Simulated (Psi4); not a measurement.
# A workflow on C2H8Ge (ethylgermane)

Aim: a series of 10 runs (PBE-D4/def2-SVP, PBE0-D4/def2-TZVP, PBE-D4/def2-TZVPP, r2SCAN-D4/def2-TZVPP, B3LYP-D4/def2-TZVPP, PBE0-D4/def2-TZVPP, wB97M-V/def2-TZVPP, CCSD(T)/def2-TZVPP, and more) of C2H8Ge (ethylgermane). 

Program for the calculation: Psi4 1.11.

### 1 The system as given

C2H8Ge has 11 atoms, charge 0, and is taken as a singlet. SMILES: `C[CH2][GeH3]`. Geometry: a GFN2-xTB, rattled relaxation, a rough one for these elements and not checked as a minimum. The run starts from this shape.

Bond lengths: C1–C2 1.470 Å, C2–Ge3 2.036 Å, C1–H4 1.132 Å, C1–H5 1.119 Å, C1–H6 1.076 Å, C2–H7 1.061 Å, C2–H8 1.046 Å, Ge3–H9 1.450 Å, Ge3–H10 1.522 Å, Ge3–H11 1.579 Å. Some angles: C1–C2–Ge3 109.9°, C1–C2–H7 115.7°, C1–C2–H8 113.9°, Ge3–C2–H7 107.2°, Ge3–C2–H8 106.6°, C2–C1–H4 111.4°, C2–C1–H5 107.1°, C2–C1–H6 111.0°, C2–Ge3–H9 112.1°, C2–Ge3–H10 110.6°.

### 2 A geometry optimisation at PBE-D4/def2-SVP (density fitting) (run 1)

File input.dat:

```
memory 4400 MB

molecule system {
  0 1
  C     -0.763571     1.165943    -0.329942
  C     -0.483048    -0.264032    -0.525824
  Ge     1.019994    -0.851914     0.715916
  H      0.133319     1.803093    -0.594735
  H     -1.604303     1.433547    -1.018617
  H     -1.050286     1.367633     0.687812
  H     -0.206213    -0.547263    -1.509635
  H     -1.298128    -0.888017    -0.324583
  H      0.690019    -0.636237     2.110806
  H      2.294946    -0.076370     0.416290
  H      1.376035    -2.381275     0.552232
  units angstrom
  symmetry c1
}

set globals {
  basis                   def2-SVP
  scf_type                df
  geom_maxiter            60
  max_force_g_convergence 0.0005
}

e, wfn = opt("pbe-d4", return_wfn=True)
print_variables()
```

Command:

```console
$ psi4 -i input.dat -o output.dat -n 2
```

output.dat:

```text
[...]
  Running in c1 symmetry.
[...]
  Nuclear repulsion =  193.400468545168195
[...]
  Multiplicity = 1
[...]
  Nalpha       = 26
  Nbeta        = 26
[...]
    Number of basis functions: 100
[...]
   @DF-RKS iter   1: -2155.42257878605824   -1.45502e+00   2.59148e-02 DIIS/ADIIS
[...]
   @DF-RKS iter   8: -2157.26106900842160    2.72848e-12   2.26919e-09 DIIS
[...]
  @DF-RKS Final Energy: -2157.26106900842160
   => Energetics <=
    Nuclear Repulsion Energy =            191.9683766675672985
    One-Electron Energy =               -3383.5794052236387870
    Two-Electron Energy =                1126.6904098025358962
    DFT Exchange-Correlation Energy =     -92.3339770724274587
    Empirical Dispersion Energy =          -0.0064731824586279
    VV10 Nonlocal Energy =                  0.0000000000000000
    Total Energy =                      -2157.2610690084216003
[...]
 Multipole Moments:
 ------------------------------------------------------------------------------------
     Multipole            Electronic (a.u.)      Nuclear  (a.u.)        Total (a.u.)
 ------------------------------------------------------------------------------------
 L = 1.  Multiply by 2.5417464519 to convert [e a0] to [Debye]
 Dipole X            :          8.1179216           -8.3697679           -0.2518463
 Dipole Y            :         -7.3694888            7.4682467            0.0987580
 Dipole Z            :          5.2561380           -5.4591364           -0.2029983
 Magnitude           :                                                    0.3382130
[...]
  -Total Gradient:
     Atom            X                  Y                   Z
    ------   -----------------  -----------------  -----------------
       1        0.000101499203    -0.000569283169    -0.000026973166
       2       -0.000147434932     0.000595487740    -0.000009913563
       3       -0.000045286733     0.000017016306    -0.000013208415
       4        0.000024026636     0.000002973433    -0.000095531830
       5        0.000006638924     0.000148718605     0.000045482959
       6       -0.000025419937    -0.000040725340     0.000027772911
       7        0.000080701284    -0.000015970732    -0.000002716400
       8       -0.000095477234    -0.000067351434     0.000038195119
       9       -0.000055163205    -0.000041297724     0.000035096288
      10        0.000047899455    -0.000017910317    -0.000065303124
      11        0.000134696972    -0.000020714932     0.000089538701
[...]
```

On the terminal:

```text
Optimizer: Optimization complete!
```

Wall time 16 s (2 threads of AMD EPYC 9R45 (Zen 5), shared host); peak memory 0.89 GiB.

Step by step:

| step | energy from the first frame kept (eV) | largest force (eV/Å) |
| --- | --- | --- |
| 0 | 0.0000 | 2.9712 |
| 1 | -0.3832 | 0.6448 |
| 2 | -0.3954 | 0.1510 |
| 3 | -0.3962 | 0.0315 |

After the run. Bond lengths: C1–C2 1.530 Å, C2–Ge3 1.978 Å, C1–H4 1.110 Å, C1–H5 1.110 Å, C1–H6 1.110 Å, C2–H7 1.111 Å, C2–H8 1.111 Å, Ge3–H9 1.555 Å, Ge3–H10 1.555 Å, Ge3–H11 1.554 Å. Some angles: C1–C2–Ge3 113.4°, C1–C2–H7 111.1°, C1–C2–H8 111.1°, Ge3–C2–H7 107.3°, Ge3–C2–H8 107.3°, C2–C1–H4 111.7°, C2–C1–H5 111.8°, C2–C1–H6 111.7°, C2–Ge3–H9 110.0°, C2–Ge3–H10 110.0°.

### 3 A structure relaxation at PBE0-D4/def2-TZVP (density fitting) (run 2)

File c2h8ge.in:

```
memory 4400 MB

molecule system {
  0 1
  C     -0.792070     1.206770    -0.337113
  C     -0.450285    -0.278302    -0.477788
  Ge     1.021913    -0.859968     0.707616
  H      0.075365     1.853255    -0.585767
  H     -1.623995     1.503402    -1.010130
  H     -1.102607     1.460834     0.697879
  H     -0.151454    -0.523363    -1.518976
  H     -1.330751    -0.915228    -0.247863
  H      0.637414    -0.611898     2.193586
  H      2.309422    -0.046555     0.394148
  H      1.330507    -2.370813     0.518884
  symmetry c1
}

set {
  basis                   def2-TZVP
  scf_type                df
  geom_maxiter            50
  max_force_g_convergence 0.0002
}

optimize('pbe0-d4')
```

Command:

```console
$ psi4 c2h8ge.in c2h8ge.out -n 2
```

c2h8ge.out:

```text
[...]
  Running in c1 symmetry.
[...]
  Nuclear repulsion =  191.968368452416968
[...]
  Multiplicity = 1
[...]
  Nalpha       = 26
  Nbeta        = 26
[...]
    Number of basis functions: 158
[...]
   @DF-RKS iter   1: -2155.77728127841328   -1.67991e+00   2.02031e-02 ADIIS/DIIS
[...]
   @DF-RKS iter   7: -2157.68752926648540   -1.81899e-12   4.28087e-09 DIIS
[...]
  @DF-RKS Final Energy: -2157.68752926648540
   => Energetics <=
    Nuclear Repulsion Energy =            193.7773653598196120
    One-Electron Energy =               -3388.3654692882764721
    Two-Electron Energy =                1106.7888559515058660
    DFT Exchange-Correlation Energy =     -69.8828260157177255
    Empirical Dispersion Energy =          -0.0054552738163542
    VV10 Nonlocal Energy =                  0.0000000000000000
    Total Energy =                      -2157.6875292664853987
[...]
 Multipole Moments:
 ------------------------------------------------------------------------------------
     Multipole            Electronic (a.u.)      Nuclear  (a.u.)        Total (a.u.)
 ------------------------------------------------------------------------------------
 L = 1.  Multiply by 2.5417464519 to convert [e a0] to [Debye]
 Dipole X            :          8.0488251           -8.3003167           -0.2514916
 Dipole Y            :         -7.2996757            7.3914240            0.0917484
 Dipole Z            :          5.2006074           -5.4050736           -0.2044662
 Magnitude           :                                                    0.3368564
[...]
  -Total Gradient:
     Atom            X                  Y                   Z
    ------   -----------------  -----------------  -----------------
       1        0.000047635633    -0.000367245148    -0.000072516231
       2       -0.000118374674     0.000394422118     0.000000271565
       3        0.000057279915    -0.000047252946     0.000034851722
       4       -0.000070922960     0.000035146740     0.000032639712
       5        0.000037317656     0.000103605375     0.000060216352
       6       -0.000016048236     0.000081797623    -0.000056793366
       7       -0.000015400274    -0.000105815980     0.000057565403
       8        0.000088611463    -0.000069213552    -0.000030259561
       9       -0.000027488725     0.000004828765     0.000039865625
      10        0.000037784696     0.000023658943    -0.000021318005
      11        0.000002179028    -0.000072851387    -0.000029648353
[...]
```

On the terminal:

```text
Optimizer: Optimization complete!
```

Wall time 21 s (2 threads of AMD EPYC 9R45 (Zen 5), shared host); peak memory 1.4 GiB.

Steps, from the record of the run:

| step | energy from the first frame kept (eV) | largest force (eV/Å) |
| --- | --- | --- |
| 0 | 0.0000 | 0.5489 |
| 1 | -0.0325 | 0.0966 |
| 2 | -0.0328 | 0.0212 |

After the run. Bond lengths: C1–C2 1.522 Å, C2–Ge3 1.960 Å, C1–H4 1.093 Å, C1–H5 1.093 Å, C1–H6 1.093 Å, C2–H7 1.093 Å, C2–H8 1.093 Å, Ge3–H9 1.541 Å, Ge3–H10 1.541 Å, Ge3–H11 1.540 Å. Some angles: C1–C2–Ge3 113.1°, C1–C2–H7 110.9°, C1–C2–H8 110.9°, Ge3–C2–H7 107.6°, Ge3–C2–H8 107.6°, C2–C1–H4 111.6°, C2–C1–H5 111.5°, C2–C1–H6 111.6°, C2–Ge3–H9 110.1°, C2–Ge3–H10 110.1°.

Runs 3 to 6 aren't shown in full; the table further down has their settings and results.

### 4 Energy and one-electron properties at PBE0-D4/def2-TZVPP (density fitting) (run 7)

File input.inp:

```
memory 4400 MB

molecule {
  C     -0.780944     1.192471    -0.329157
  C     -0.442415    -0.284164    -0.471051
  Ge     1.018310    -0.856105     0.704825
  H      0.077536     1.825909    -0.567174
  H     -1.595975     1.483005    -0.997749
  H     -1.092251     1.437089     0.689742
  H     -0.151216    -0.520121    -1.498242
  H     -1.312159    -0.906786    -0.244164
  H      0.639567    -0.606809     2.177711
  H      2.294753    -0.051406     0.391490
  H      1.321707    -2.354562     0.519906
  symmetry c1
}

set globals {
  basis def2-TZVPP
  reference rks
  scf_type df
  dft_radial_points 99
  dft_spherical_points 590
}

e, wfn = energy('pbe0-d4', return_wfn=True)
oeprop(wfn, 'DIPOLE', 'MULLIKEN_CHARGES', 'LOWDIN_CHARGES', 'WIBERG_LOWDIN_INDICES', title='PBE0-D4')
```

Command:

```console
$ psi4 input.inp input.out -n 2
```

input.out:

```text
[...]
  Running in c1 symmetry.
[...]
  Nuclear repulsion =  193.777380107111185
[...]
  Multiplicity = 1
[...]
  Nalpha       = 26
  Nbeta        = 26
[...]
    Number of basis functions: 222
[...]
   @DF-RKS iter   1: -2155.76780201957536   -1.59992e+00   1.44654e-02 ADIIS/DIIS
[...]
   @DF-RKS iter   9: -2157.68981283437188   -6.89292e-08   3.06336e-07 DIIS
[...]
  @DF-RKS Final Energy: -2157.68981283437188
   => Energetics <=
    Nuclear Repulsion Energy =            193.7773801071111848
    One-Electron Energy =               -3388.3662446905582328
    Two-Electron Energy =                1106.7867556798767055
    DFT Exchange-Correlation Energy =     -69.8822486567415808
    Empirical Dispersion Energy =          -0.0054552740596255
    VV10 Nonlocal Energy =                  0.0000000000000000
    Total Energy =                      -2157.6898128343714234
[...]
 Multipole Moments:
 ------------------------------------------------------------------------------------
     Multipole            Electronic (a.u.)      Nuclear  (a.u.)        Total (a.u.)
 ------------------------------------------------------------------------------------
 L = 1.  Multiply by 2.5417464519 to convert [e a0] to [Debye]
 Dipole X            :          8.0497461           -8.3003135           -0.2505674
 Dipole Y            :         -7.2982198            7.3914260            0.0932062
 Dipole Z            :          5.2019118           -5.4050733           -0.2031615
 Magnitude           :                                                    0.3357767
[...]
  Mulliken Charges: (a.u.)
   Center  Symbol    Alpha    Beta     Spin     Total
       1     C     3.13251  3.13251  0.00000 -0.26501
       2     C     3.12399  3.12399  0.00000 -0.24798
       3    GE    15.92924 15.92924  0.00000  0.14152
       4     H     0.45387  0.45387  0.00000  0.09226
       5     H     0.45599  0.45599  0.00000  0.08803
       6     H     0.45386  0.45386  0.00000  0.09227
       7     H     0.45173  0.45173  0.00000  0.09655
       8     H     0.45176  0.45176  0.00000  0.09649
       9     H     0.51618  0.51618  0.00000 -0.03236
      10     H     0.51618  0.51618  0.00000 -0.03235
      11     H     0.51471  0.51471  0.00000 -0.02941
[...]
```

Wall time 18 s (2 threads of AMD EPYC 9R45 (Zen 5), shared host); peak memory 3.4 GiB.

Atomic charges (e):

| atom | Löwdin | Mulliken |
| --- | --- | --- |
| C1 | -0.033 | -0.265 |
| C2 | -0.203 | -0.248 |
| Ge3 | +0.604 | +0.142 |
| H4 | +0.012 | +0.092 |
| H5 | +0.008 | +0.088 |
| H6 | +0.012 | +0.092 |
| H7 | +0.004 | +0.097 |
| H8 | +0.004 | +0.096 |
| H9 | -0.136 | -0.032 |
| H10 | -0.136 | -0.032 |
| H11 | -0.137 | -0.029 |

Runs 8 to 9 aren't shown in full; the table further down has their settings and results.

### 5 The energy at MP2/def2-QZVPP (density fitting, density fitting for correlation) (run 10)

File calc.in:

```
memory 4400 mb

molecule m {
  C     -0.780944     1.192471    -0.329157
  C     -0.442415    -0.284164    -0.471051
  Ge     1.018310    -0.856105     0.704825
  H      0.077536     1.825909    -0.567174
  H     -1.595975     1.483005    -0.997749
  H     -1.092251     1.437089     0.689742
  H     -0.151216    -0.520121    -1.498242
  H     -1.312159    -0.906786    -0.244164
  H      0.639567    -0.606809     2.177711
  H      2.294753    -0.051406     0.391490
  H      1.321707    -2.354562     0.519906
  units angstrom
  symmetry c1
}

set {
  basis def2-QZVPP
  scf_type df
  num_frozen_docc 11
}

E, wfn = energy("mp2", return_wfn=True)
print_variables()
```

Command:

```console
$ psi4 -i calc.in -o calc.out -n 2
```

calc.out:

```text
[...]
  Running in c1 symmetry.
[...]
  Nuclear repulsion =  193.777380107111185
[...]
  Multiplicity = 1
[...]
  Nalpha       = 26
  Nbeta        = 26
[...]
    Number of basis functions: 443
[...]
   @DF-RHF iter   1: -2154.27595968641617   -2.66504e+00   7.20192e-03 DIIS/ADIIS
[...]
   @DF-RHF iter  11: -2155.82824092410783   -2.81943e-10   7.51829e-09 DIIS
[...]
    Orbital Energies [Eh]
    ---------------------
    Doubly Occupied:
       1A   -405.212518     2A    -52.119965     3A    -46.207444
       4A    -46.207439     5A    -46.207144     6A    -11.220474
       7A    -11.219794     8A     -7.164500     9A     -5.140122
      10A     -5.140070    11A     -5.139220    12A     -1.615921
      13A     -1.615773    14A     -1.614699    15A     -1.611745
      16A     -1.611642    17A     -1.024182    18A     -0.846376
      19A     -0.704034    20A     -0.610503    21A     -0.575373
      22A     -0.522842    23A     -0.499723    24A     -0.456186
      25A     -0.454347    26A     -0.411676
[...]
  @DF-RHF Final Energy: -2155.82824092410783
   => Energetics <=
    Nuclear Repulsion Energy =            193.7773801071111848
    One-Electron Energy =               -3388.9038233706164647
    Two-Electron Energy =                1039.2982023393976760
    Total Energy =                      -2155.8282409241073765
[...]
 Multipole Moments:
 ------------------------------------------------------------------------------------
     Multipole            Electronic (a.u.)      Nuclear  (a.u.)        Total (a.u.)
 ------------------------------------------------------------------------------------
 L = 1.  Multiply by 2.5417464519 to convert [e a0] to [Debye]
 Dipole X            :          8.0552015           -8.3003135           -0.2451120
 Dipole Y            :         -7.3084350            7.3914260            0.0829910
 Dipole Z            :          5.2038121           -5.4050733           -0.2012612
 Magnitude           :                                                    0.3278315
[...]
```

Wall time 10 s (2 threads of AMD EPYC 9R45 (Zen 5), shared host); peak memory 2 GiB.

### 6 Overview of the runs

| run | level | geom maxiter | max force g convergence | energy (Eh) | dipole moment (D) | HOMO energy (eV) | LUMO energy (eV) | wall time |
| --- | --- | --- | --- | --- | --- | --- | --- | --- |
| 1 | PBE-D4/def2-SVP (density fitting) | 60 | 0.0005 | -2157.261069 | 0.86 | -6.99 | 0.40 | 16 s |
| 2 | PBE0-D4/def2-TZVP (density fitting) | 50 | 0.0002 | -2157.687529 | 0.86 | -8.28 | 0.82 | 21 s |
| 3 | PBE0-D4/def2-TZVP (density fitting) | – | – | -2157.687529 | 0.86 | – | – | 7.4 min |
| 4 | PBE-D4/def2-TZVPP (density fitting) | – | – | -2157.614109 | 0.88 | -7.05 | 0.05 | 20 s |
| 5 | r2SCAN-D4/def2-TZVPP (density fitting) | – | – | -2157.988354 | 0.88 | -7.31 | 0.59 | 42 s |
| 6 | B3LYP-D4/def2-TZVPP (density fitting) | – | – | -2158.118778 | 0.86 | -8.08 | 0.53 | 19 s |
| 7 | PBE0-D4/def2-TZVPP (density fitting) | – | – | -2157.689813 | 0.85 | -8.28 | 0.83 | 18 s |
| 8 | wB97M-V/def2-TZVPP (density fitting) | – | – | -2157.868926 | 0.82 | -10.54 | 2.30 | 51 s |
| 9 | CCSD(T)/def2-TZVPP (density fitting, density fitting for correlation) | – | – | -2156.474690 | – | -11.21 | 3.44 | 7.3 min |
| 10 | MP2/def2-QZVPP (density fitting, density fitting for correlation) | – | – | -2156.743452 | – | -11.20 | 2.75 | 10 s |

### 7 Summary of results

| quantity | value |
| --- | --- |
| run 10, MP2/def2-QZVPP: total energy | -2156.74345 Eh |
| run 10, MP2/def2-QZVPP: HOMO energy (Hartree–Fock orbitals) | -11.20 eV |
| run 10, MP2/def2-QZVPP: LUMO energy (Hartree–Fock orbitals) | 2.75 eV |
| run 10, MP2/def2-QZVPP: HOMO–LUMO gap (Hartree–Fock orbitals) | 13.95 eV |
| run 10, MP2/def2-QZVPP: correlation energy (11 core orbitals frozen) | -915.2 mEh |

Over runs 3, 4, 5, 6, 7, 8 the dipole moment (its size) runs from 0.82 D (wB97M-V/def2-TZVPP) to 0.88 D (r2SCAN-D4/def2-TZVPP). Over runs 4, 5, 6, 7, 8 the HOMO–LUMO gap runs from 7.10 eV (PBE-D4/def2-TZVPP) to 12.84 eV (wB97M-V/def2-TZVPP). Totals of different functionals can't be ranked against each other. All runs together took 18 min, the longest 7.4 min.
